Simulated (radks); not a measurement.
**Ge⁺ in [Ar] 3d9.75 4s2 4p1 5s0.25: an all-electron calculation**

One table from this session's results is given with a row withheld; the runs are named, their logs left out.

The numbers are computed with radks (a radial shooting solver on a logarithmic mesh, Libxc functionals) version 1 (scalar-relativistic Kohn-Sham, BLYP, spin-unpolarised, spherical densities, point nucleus), except any that are marked as measured or tabulated.

## What is computed

* element: germanium (Z = 32)
* charge: +1
* electrons: 31
* configuration: [Ar] 3d9.75 4s2 4p1 5s0.25

Set-up of the first run:

Input:

```text
Z 32
configuration [Ar] 3d9.75 4s2 4p1 5s0.25
relativity scalar-relativistic
functional b88,lyp
spin unpolarised
nucleus point
c 137.035999084
```

Steps of the session up to this table: Self-consistent calculation.

One of the session's tables, all rows but one given; the rest of the session is left out.

It belongs to the step «Shells». Radial moments (bohr):

```
level      <r>  outermost maximum (interpolated)  90 % within  nodes
   1s  0.04700                            0.0307       0.0840      0
   2s   0.2101                             0.176        0.325      1
   2p   0.1837                             0.141        0.300      0
   3s        ?                                 ?            ?      ?
   3p   0.6453                             0.542        0.992      1
   3d   0.7261                             0.501         1.23      0
   4s    1.982                              1.68         2.96      3
   4p    2.471                              2.02         3.77      2
   5s    5.416                              4.86         7.86      4
```

Q: Estimate the row for 3s from the others.

The run gave: <r>: 0.6233; outermost maximum (interpolated): 0.542; 90 % within: 0.932; nodes: 2. In the column «<r>» it lies between 2s (0.2101) and 3p (0.6453).
